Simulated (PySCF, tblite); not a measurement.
**C₅H₇ClN₂Si: geometry, infrared bands and NMR shifts**

Aim: predict the infrared bands and NMR shifts of C₅H₇ClN₂Si (`C=CC[Si@@H](Cl)/N=C/C#N`).

Programs: tblite 0.8.0 and PySCF 2.14.0, with density-fitted response routines of our own. Each step states its level of theory. These are calculated values for one molecule in the gas phase, unless marked as measured. Atoms are numbered from 0 throughout.

## 1. The starting structure

16 atoms, charge 0, multiplicity 1; geometry from: force field or distance geometry start.

Bonds of the start (Å): C0–C1 1.33, C1–C2 1.52, C2–Si3 1.85, Si3–Cl4 2.05, Si3–N5 1.73, N5–C6 1.29, C6–C7 1.45, C7–N8 1.16, C0–H9 1.09, C0–H10 1.09, C1–H11 1.08, C2–H12 1.11, C2–H13 1.10, Si3–H14 1.49, C6–H15 1.12.

## 2. Relaxing the molecule with GFN2-xTB

The job: settings as JSON, then the geometry in Å.

```
{"job": {"kind": "relax", "xc": "GFN2-xTB", "basis": "xTB"}, "charge": 0, "multiplicity": 1}
C     -2.952300     1.004300     0.474100
C     -1.793700     0.774600    -0.138300
C     -1.248000    -0.610600    -0.434400
Si     0.376300    -1.035200     0.342100
Cl     0.951300    -2.933000    -0.180500
N      1.560200     0.104800    -0.200100
C      2.727900    -0.012300     0.335500
C      3.702400     0.953900    -0.124500
N      4.510800     1.705700    -0.471700
H     -3.298900     2.024200     0.659500
H     -3.620500     0.202300     0.793500
H     -1.184300     1.615300    -0.443400
H     -1.999200    -1.364100    -0.136100
H     -1.149500    -0.686900    -1.529400
H      0.350700    -0.987500     1.834100
H      3.059200    -0.746500     1.107300
```

The run is started by

```sh
OMP_NUM_THREADS=1 python probes_run.py task.json out
```

This one command runs all jobs of the session in turn.

**Question.** This job is followed by: GFN2-xTB harmonic vibrations, gas phase; GIAO PBE0/pcSseg-1 NMR shielding, non-relativistic, gas phase. Predict these results of the whole session: strongest single infrared mode (GFN2-xTB); zero-point energy (GFN2-xTB); ¹³C shifts against TMS (PBE0/pcSseg-1); ¹H shifts against TMS (PBE0/pcSseg-1); ²⁹Si shifts against TMS (PBE0/pcSseg-1); ³⁵Cl shifts against HCl (PBE0/pcSseg-1); ¹⁵N shifts against NH3 (PBE0/pcSseg-1); surface potential, 1st and 99th percentile.

**Answer**, as computed:

| quantity | value |
| --- | --- |
| strongest single infrared mode (GFN2-xTB) | 662 cm⁻¹, 325 km/mol |
| zero-point energy (GFN2-xTB) | 67.5 kcal/mol |
| ¹³C shifts against TMS (PBE0/pcSseg-1) | 150.0, 137.6, 124.3, 119.5, 31.7 ppm |
| ¹H shifts against TMS (PBE0/pcSseg-1) | 8.02, 5.71, 5.45, 5.44, 5.34, 2.40, 1.99 ppm |
| ²⁹Si shifts against TMS (PBE0/pcSseg-1) | -8.0 ppm |
| ³⁵Cl shifts against HCl (PBE0/pcSseg-1) | 23 ppm |
| ¹⁵N shifts against NH3 (PBE0/pcSseg-1) | 462.1, 317.7 ppm |
| surface potential, 1st and 99th percentile | -1.40 V and 1.63 V |

**Reading.** Over 139 steps the energy fell by 0.390 eV; of the close pairs, C2–Si3 changed most, 1.850 to 1.910 Å. No mode is imaginary among the 42: a minimum at this level. The strongest single mode, at 662 cm⁻¹, moves mainly H14. GFN2-xTB is a fitted tight-binding method: band positions and strengths are rough. Its intensities can rank the bands wrongly. At PBE0/pcSseg-1: Shielding is most anisotropic at N5 (span 912 ppm, paramagnetic term -527 ppm). By nearest atom (PBE0/pcSseg-1), the HOMO sits on C0 34 %; C1 26 % and the LUMO on N5 30 %; C6 28 %.
